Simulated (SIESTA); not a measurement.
Ti3S2 under changes of volume

One of the cells (16.842 Å³/atom); the others are scaled copies at fixed shape and fractional positions:

```
Ti S
1.0
     2.73108    1.57679    3.25906
    -2.73108    1.57679    3.25906
     0.00000   -3.15358    3.25906
Ti S
3 2
Direct
  0.00000 0.33565 0.66434
  0.66434 0.00000 0.33565
  0.33565 0.66434 0.00000
  0.16784 0.16784 0.16784
  0.83216 0.83216 0.83216
```

The cell comes from a database or a generator and needn't be the stable form of this composition.

* Program: SIESTA 5.4.2
* Functional: PBE
* Potentials or basis: PseudoDojo 0.4 standard (PBE files)
* Basis: DZP (energy shift 0.003 Ry; two zetas on semicore shells)
* Grid cutoff: 800 Ry
* Energy shift: 0.003 Ry
* k mesh: 6 × 6 × 6
* Occupations: fermi-dirac, width 0.05 eV
* Spin: no spin polarisation

```tsv
volume (Å³/atom)	energy over the lowest point (meV/atom)	pressure (GPa)	largest force (eV/Å)
15.521	35.74	10.6	0.288
15.851	?	?	?
16.181	6.00	4.2	0.177
16.842	0.00	-1.0	0.079
17.172	4.42	-3.2	0.064
17.502	13.13	-5.2	0.070
```

Task: What does the run at 15.851 Å³/atom give?

Result: Energy over the lowest point 17.57 meV/atom; pressure 7.2 GPa; largest force 0.231 eV/Å.

Worked out: A Birch-Murnaghan fit of order 3 (a polynomial in V^(-2/3)) to the other rows has its minimum at 16.70 Å³/atom with B0 = V·E''(V) = 123 GPa and B' = 4.5 at fixed shape and positions, which overstates the stiffness. It gives 17.57 meV/atom at 15.851 Å³/atom, against the run's 17.57, and -dE/dV = 7.2 GPa, against 7.2.

Energies are extrapolated to zero smearing.

Caveats: the basis of atomic orbitals isn't converged, which shifts pressures, moduli and gaps.
